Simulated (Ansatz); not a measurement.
# SiSe (P-6m2) in Ansatz: further runs

One crystal, SiSe, is run at these levels: r2SCAN+D4, r2SCAN+rVV10; tasks: relaxation of cell and atoms.

Program: Ansatz 0.2.0. These are calculated values, not measurements. Logs are shortened: lines on timing, memory, paths and dates and some standing lists are left out, and cuts for length are marked.

**1. The crystal as given**

The structure is hexagonal, space group P-6m2 (No. 187). The conventional cell has a = 3.595 Å, b = 3.595 Å, c = 3.599 Å, α = 90.00°, β = 90.00°, γ = 120.00°. Si (site symmetry -6m2) has 6 Se at 2.75 Å as nearest neighbours. Around Se (site symmetry -6m2) lie 6 Si at 2.75 Å.

The cell was built by a generator and needn't be a form met in nature.

**2. Relaxation of cell and atoms, r2SCAN+D4**

Contents of input.yaml:

```yaml
crystal:
  lattice:
    - [3.5952, 0.0, 0.0]
    - [-1.7976, 3.11353, 0.0]
    - [0.0, 0.0, 3.59873]
  atoms:
    - { symbol: Si, position: [0.66667, 0.33333, 0.5] }
    - { symbol: Se, position: [0.0, 0.0, 0.0] }
hamiltonian:
  xc: r2scan
  pseudopotentials: { kind: paw }
  dispersion: d4
kpoints:
  mp_grid: { grid: [9, 9, 7] }
scf:
  occupations: { method: fermi_dirac, width: 0.05 }
output:
  forces: true
  stress: true
  eigenvalues: true
relax:
  f_tol: 0.01
  max_steps: 40
  cell: { stress_tol: 0.05 }
```

Potentials or basis: Ansatz PAW.

Run with:

```sh
ansatz run input.yaml --threads 2 --pin off --max-ram 5632MiB --backend cpu --events-out ev --progress --plain --runs-dir out
```

Output:

```text
Warning: the atoms were moved onto the symmetric positions of the space group found under crystal.symmetry.tolerance 1.0e-5 (fractional; no operation is sought that the atoms, as they stand in a round, miss by more than twice it, and no atom is moved by as much as it), and the run uses the moved positions. Before a round's move an operation carried an atom to 1.80e-5 Å from where it should land, the largest such distance. Atom 0 (counting from 0) moved farthest, by 2.08e-5 Å; the longest move in fractions of the cell, of whichever atom, is 0.47 of the tolerance, in 1 round. To run the atoms as typed, lower crystal.symmetry.tolerance until the operations that they miss are no longer found, or set crystal.symmetry.detect: false (a key that needs symmetry detection or time reversal refuses this as the deck is read). The positions used, in the order of the run's atom list: position: [0.6666666666666667, 0.3333333333333333, 0.5]; position: [5.5510939473021013e-17, -1.8503646491007004e-17, 0.0]; The lattice was moved too: crystal.lattice keeps the space group found at crystal.symmetry.tolerance 1.0e-5 only nearly: the operation that it misses by the most changes a squared length by the fraction 2.52e-6. The run uses the lattice that is a stretch of the typed one, with no rotation, onto the one that keeps every operation to a double's rounding (on a very oblique basis the stretch itself rounds by more); the deck's lattice vector that moved farthest moved by 2.62e-6 Å. To run the lattice as typed, set crystal.symmetry.tolerance under 2.52e-6, the least fraction by which an operation that the lattice misses changes a squared length (the same key also sets how far an atom may lie from its image, so lowering it can lose operations that the atoms keep only within it), or set crystal.symmetry.detect: false, as for the atoms. crystal.lattice made exact, in Å and degrees: [[3.5951973836309277, 0.0, 0.0], [-1.7975986918154638, 3.1135322658437317, 0.0], [0.0, 0.0, 3.59873]]. Pasted over the deck's crystal.lattice, beside positions in fractional coordinates, it runs the same cell (given as lengths and angles, that cell in the form's own orientation, a rigid turn of the misfit's size from the one run here, for which a checkpoint.post_process_only pass over this run's state can be refused: where this run relaxes nothing, give such a pass this deck's own crystal.lattice, as typed; behind a relaxation, as crystal.lattice, the state's own cell, identity.cell in its checkpoint.json), and a matrix so pasted ends this notice, except on a very skew basis of the lattice, where the rounding of the pasted numbers themselves can read as a misfit: the cell is then moved again, and that move is told again. The lattice as run is in this notice's lattice.as_run_ang field (Run.prep()["deck_notices"] in Python, the deck_notice line of an events file, deck_notices of ansatz run --dry-run=json, or deck_notices in record.json in the deck's checkpoint.write directory).
Warning: RAYON_NUM_THREADS=2 ignored (pool sized by the plan → 2); use --threads N
Engine: ansatz 0.2.0, x86_64-unknown-linux-gnu
Pseudopotentials: kind: paw
Pseudopotential: Si, paw, valence charge 4, recommended cutoff 500 eV (meta_gga), Si.paw.azcp
Pseudopotential: Se, paw, valence charge 16, recommended cutoff 500 eV (meta_gga), Se.paw.azcp
Functional definition: r2SCAN
  parameter k0 = 0.174
  parameter k1 = 0.065
  parameter a1 = 4.9479
  exchange = r2scan_x(k0 = k0, k1 = k1, a1 = a1)
  correlation = r2scan_c
Crystal: 2 atoms, lattice volume = 40.283 Å³
Basis set: ecut = 500 eV, 1057 PW (Γ), exchange–correlation on 108×108×108 points (64 copies of the dense FFT grid, shifted against one another)
Bands: 14, of which v1, the nominal top of the filled ones, is band 10 counted from 1 (9 counted from 0)
Symmetry: 12 space group operations
Space group: P-6m2 (ITA 187), of the structure as read, at distance tolerance 3.4e-5 Å
k-points: 48 of 567 (time reversal used)
Non-local potential: Si, projectors of the file, l = 0: 2, l = 1: 2, l = 2: 2
Non-local potential: Se, projectors of the file, l = 0: 2, l = 1: 2, l = 2: 3, l = 3: 1
PAW form: soft (Blöchl's): semilocal exchange-correlation on the pseudo side does not see the compensation charge
PAW frozen core: Si, regenerated for the run's functional (the file was generated under x = pbe(κ = 0.804, μ = 0.2195149727645171), c = pbe(β = 0.06672455060314922))
PAW frozen core: Se, regenerated for the run's functional (the file was generated under x = pbe(κ = 0.804, μ = 0.2195149727645171), c = pbe(β = 0.06672455060314922))
PAW one-centre angular grid: Si, 302 points (default); XC on 160 Gauss nodes
PAW one-centre angular grid: Se, 590 points (default); XC on 160 Gauss nodes
Initial density: superposition of atomic densities (neutral atoms: chi_scale 0, normalization atom), corrected by the library's trained network
Initial wavefunctions: pseudopotential atomic-orbital guess
Functional: x = r2scan, c = r2scan; τ floored in thin density (d = 2e-4 eV/Å³)
SCF iter   1: F=—  HF=-6116.739009 eV  |F-HF|=—  |Δ(HF+E_count)|=         —  Δρ=6.20e-3  dr2=2.77e-2  dr2_τ=2.29e-3  ethr=1.77e-3  ⟨swp⟩=5.6  Hψ=3869  notcnv=0
[... 60 lines left out ...]
Harris-Foulkes:  -6116.757029 eV  (|F-HF|=2.09e-11)
Internal energy: -6116.750817 eV  (E = F + TS)
E sigma→0 (E₀):  -6116.753923 eV
Entropy (-TS):   -0.006212 eV (-3.106 meV/atom)
Fermi energy:    9.350342 eV
--- Per-component energies (eV) ---
  E_band       = -370.984357
  E_kinetic    = 156.053200
  E_local      = -2545.816245  (includes V_loc(G=0)·N_el)
  E_nonlocal   = -569.174545
  E_hartree    = 1265.551140
  E_xc         = -149.023148
  E_vxc        = -154.835386  (∫ρ·V_xc dr)
  E_paw        = -2443.996206  (= ΣΔE_a)
  E_vpaw       = 204.349757  (= ΣTr[D̂ρ^β])
  E_aug_tail   = -0.000201  (compensation charges beyond the density's cutoff)
  E_vtau       = 7.336795  (kinetic-family band-sum trace: ∫τ·v_τ [+ j·A + Jᵃ·Aᵃ] dr)
  E_ewald      = -1828.214837
  E_disp       = -0.288771  (pairwise vdW)
  E_core_change = -1.841203  (= ΣΔE_core)
  E_smearing   = -0.006212  (= −TS)
  E_closure    = 0.000000  (closes the sum)
  Σ components = -6116.757029   (vs F -6116.757029, Δ=0.00e0)
--- Forces (eV/Å), atoms counted from 1 ---
  atom   1  Si     0.00000000    -0.00000000     0.00000000
  atom   2  Se    -0.00000000    -0.00000000     0.00000000
  max |Σ_I F_I| component: 2.36e-16 eV/Å
--- Stress (GPa, compression-positive) ---
       -0.008267      -0.000000       0.000000
       -0.000000      -0.008267       0.000000
        0.000000       0.000000      -0.029140
  P = ⅓ Tr σ = -0.0152 GPa (-0.152 kbar)
--- Band table (eV; the first three rows and the last of 48) ---
  k-point 0: bands = ["-39.9181", "-39.9077", "-39.9077", "-39.8760", "-39.8760", "-6.7835", "4.4812", "5.1753", "7.2926", "7.2926", "12.3254", "12.3254", "13.2466", "16.4715"]
  k-point 1: bands = ["-39.9178", "-39.9077", "-39.9077", "-39.8760", "-39.8760", "-6.6072", "2.4211", "7.1406", "7.4521", "7.4521", "12.3904", "12.3904", "13.9130", "15.8928"]
  k-point 2: bands = ["-39.9172", "-39.9079", "-39.9079", "-39.8760", "-39.8760", "-6.1321", "0.3555", "7.8726", "7.8726", "9.0088", "12.4172", "12.4172", "13.8921", "16.6201"]
  k-point 47: bands = ["-39.9158", "-39.9085", "-39.9084", "-39.8751", "-39.8749", "-4.1076", "2.2831", "3.1083", "3.9282", "4.7987", "7.5239", "15.4209", "15.9804", "19.3220"]
--- Relaxed structure (4 steps of the walk, 3 accepted, 1 SCFs on fresh bases) ---
  F+E_penalty+E_count = -6116.75702937 eV   max|allowed force component| = 3.007e-17 eV/Å   (the final SCF, on the basis selected at the relaxed cell)
  cell:  # Å, volume = 40.0324 Å³
    - [3.5796424351523353, -1.7269461947791486e-18, -1.0099303825954777e-34]
    - [-1.7898212175761676, 3.1000612853067127, -1.2442855434651036e-34]
    - [-1.0109227332846011e-34, -2.0218454665692023e-34, 3.6074634943492248]
  atoms:
    - { symbol: Si, position: [0.6666666666666667, 0.3333333333333333, 0.5000000000000001] }
    - { symbol: Se, position: [5.5510939473021013e-17, -1.8503646491007004e-17, 1.4836824602749686e-67] }
```

Wall time 6 s (2 threads of AMD EPYC 9R45 (Zen 5), shared host); peak memory 0.51 GiB.

Results:

* Free energy: -6116.7570 eV
* Relaxed volume: 20.02 Å³/atom
* Relaxed cell: a = 3.580 Å, b = 3.580 Å, c = 3.607 Å, α = 90.00°, β = 90.00°, γ = 120.00°
* Space group after relaxing (to 0.05 Å): P-6m2 (No. 187)
* Energy gained by relaxing: 0.2 meV/atom
* Ionic steps: 4
* Pressure after relaxing: 0.0 GPa
* Band gap on the k mesh: none (metal or under the smearing width)

Step by step:
```
step  energy change (eV)  largest force (eV/Å)  volume (Å³)
   1              0.0000                0.0000        40.28
   2             -0.0005                0.0000        40.15
   3             -0.0005                0.0000        40.03
   4             -0.0005                0.0000        40.03
```

Final structure:
```
Si Se
1.0
     3.57964    0.00000    0.00000
    -1.78982    3.10006    0.00000
     0.00000    0.00000    3.60746
Si Se
1 1
Direct
  0.66667 0.33333 0.50000
  0.00000 0.00000 0.00000
```

Levels at points of the mesh, in eV from the Fermi level:
```
           k point  band 7  band 8  band 9  band 10  band 11  band 12  band 13  band 14
(0.00, 0.00, 0.00)   -4.87   -4.18   -2.06    -2.06     2.98     2.98     3.90     7.12
```

Caveat: the plane-wave basis is chosen anew once the cell has moved, so the energies of steps on either side of that aren't comparable; pairwise dispersion overbinds metals, which lowers pressure and volume; the PAW data sets come from PBE, with cores solved anew for the run's functional, which leaves a small shift of forces and pressure.

**3. Relaxation of cell and atoms, r2SCAN+rVV10**

Changes to input.yaml since step 2:

```diff
@@ -11,3 +11,3 @@
   pseudopotentials: { kind: paw }
-  dispersion: d4
+  dispersion: rvv10
 kpoints:
```

Potentials or basis: Ansatz PAW.

Run with:

```sh
ansatz run input.yaml --threads 2 --pin off --max-ram 5632MiB --backend cpu --events-out ev --progress --plain --runs-dir out
```

Run time: 8.8 s. Hardware: 2 threads of AMD EPYC 9R45 (Zen 5), shared host; peak memory 0.55 GiB.

Results (log left out):

| Quantity | Value |
| --- | --- |
| Free energy | -6114.7666 eV |
| Relaxed volume | 19.90 Å³/atom |
| Relaxed cell | a = 3.572 Å, b = 3.572 Å, c = 3.602 Å, α = 90.00°, β = 90.00°, γ = 120.00° |
| Space group after relaxing (to 0.05 Å) | P-6m2 (No. 187) |
| Energy gained by relaxing | 0.7 meV/atom |
| Ionic steps | 5 |
| Pressure after relaxing | 0.0 GPa |
| Band gap on the k mesh | none (metal or under the smearing width) |

The path:
| step | energy change (eV) | largest force (eV/Å) | volume (Å³) |
| --- | --- | --- | --- |
| 1 | 0.0000 | 0.0000 | 40.28 |
| 2 | -0.0009 | 0.0000 | 39.70 |
| 3 | -0.0013 | 0.0000 | 39.75 |
| 4 | -0.0013 | 0.0000 | 39.80 |
| 5 | -0.0013 | 0.0000 | 39.80 |

Final structure:
```
Si Se
1.0
     3.57178    0.00000    0.00000
    -1.78589    3.09325    0.00000
     0.00000    0.00000    3.60226
Si Se
1 1
Direct
  0.66667 0.33333 0.50000
  0.00000 0.00000 0.00000
```

Levels at points of the mesh, in eV from the Fermi level:
| k point | band 7 | band 8 | band 9 | band 10 | band 11 | band 12 | band 13 | band 14 |
| --- | --- | --- | --- | --- | --- | --- | --- | --- |
| (0.00, 0.00, 0.00) | -4.84 | -4.20 | -2.06 | -2.06 | 2.99 | 2.99 | 3.86 | 7.18 |

Caveat: the plane-wave basis is chosen anew once the cell has moved, so the energies of steps on either side of that aren't comparable; pairwise dispersion overbinds metals, which lowers pressure and volume; the PAW data sets come from PBE, with cores solved anew for the run's functional, which leaves a small shift of forces and pressure.
